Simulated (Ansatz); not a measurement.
# SnClF: up Jacob's ladder to CCSD(T)

An exercise on one series of results from a longer session: the logs are not shown, and one member is left open.

Method: functionals in def2-TZVPP, the program's frozen cores in correlated methods; program: Ansatz 0.2.0, Gaussian basis.

Plan: LDA (SPW92), PBE-D4, revPBE-D4, BLYP-D4, r2SCAN-D4, B97M-V, PBE0-D4, B3LYP-D4, r2SCANh-D4, r2SCAN0-D4, HSE06-D4, BHLYP-D4, CAM-B3LYP-D4, LC-ωPBE, ωB97X-V, ωB97M-V, B2PLYP, PBE-QIDH; CCSD(T)/def2-SVP; CCSD(T)/def2-TZVPP; MP2/def2-QZVPP; extrapolation to the limit; RPA on PBE.

## The geometry

All runs share one geometry, relaxed beforehand with PBE0-D4 in a triple-zeta def2 set. Sn takes the def2 core potential; no spin-orbit term is included.

SMILES `[F][Sn][Cl]`, 3 atoms, charge 0, spin multiplicity 1.

Atoms are counted from 1 here; the program's logs count them from 0.

Bond lengths: F1–Sn2 1.935 Å, Sn2–Cl3 2.360 Å. Angles: F1–Sn2–Cl3 96.9°.

Set-up of the first run:

Input file in.yaml:

```yaml
crystal:
  periodic: [false, false, false]
  atoms:
    - {symbol: F, position_ang: [-1.389567, 0.223137, -0.744432]}
    - {symbol: Sn, position_ang: [0.164340, 0.898054, 0.190737]}
    - {symbol: Cl, position_ang: [1.214328, -1.185990, 0.540496]}
basis:
  gaussian: {orbitals: def2-TZVPP}
hamiltonian: {xc: lda}
output: {orbitals: {seedname: orbitals}}
```

Steps of the session up to this table: LDA; PBE-D4 (GGA); revPBE-D4 (GGA); BLYP-D4 (GGA); r2SCAN-D4 (meta-GGA); B97M-V (meta-GGA); PBE0-D4 (hybrid); B3LYP-D4 (hybrid); r2SCANh-D4 (hybrid); r2SCAN0-D4 (hybrid); HSE06-D4 (hybrid); BHLYP-D4 (hybrid); CAM-B3LYP-D4 (range-separated); LC-ωPBE-D4 (range-separated; the results give it without D4); ωB97X-V (range-separated); ωB97M-V (range-separated); B2PLYP (double hybrid); PBE-QIDH (double hybrid).

One of the session's tables, all rows but one given; the rest of the session is left out.

It belongs to the step «Orbital energies across the functionals». 

```
  functional  HOMO (eV)  LUMO (eV)  gap (eV)
 LDA (SPW92)      -7.39      -3.89      3.50
      PBE-D4      -7.16      -3.61      3.54
   revPBE-D4      -7.08      -3.51      3.57
     BLYP-D4      -7.04      -3.56      3.48
   r2SCAN-D4      -7.48      -3.56      3.92
      B97M-V      -7.34      -3.57      3.77
     PBE0-D4      -8.30      -2.95      5.35
    B3LYP-D4      -8.13      -3.20      4.93
  r2SCANh-D4      -7.90      -3.31      4.60
  r2SCAN0-D4      -8.53      -2.93      5.60
    HSE06-D4      -7.91      -3.31      4.59
    BHLYP-D4      -9.32      -2.27      7.04
CAM-B3LYP-D4      -9.58      -2.05      7.53
     LC-ωPBE     -10.76      -0.93      9.84
     ωB97X-V          ?          ?         ?
     ωB97M-V     -10.38      -1.17      9.22
```

Q: Estimate the row for ωB97X-V from the others.

As computed: HOMO (eV): -10.47; LUMO (eV): -1.02; gap (eV): 9.44. In the column «HOMO (eV)» it lies between LC-ωPBE (-10.76) and ωB97M-V (-10.38).
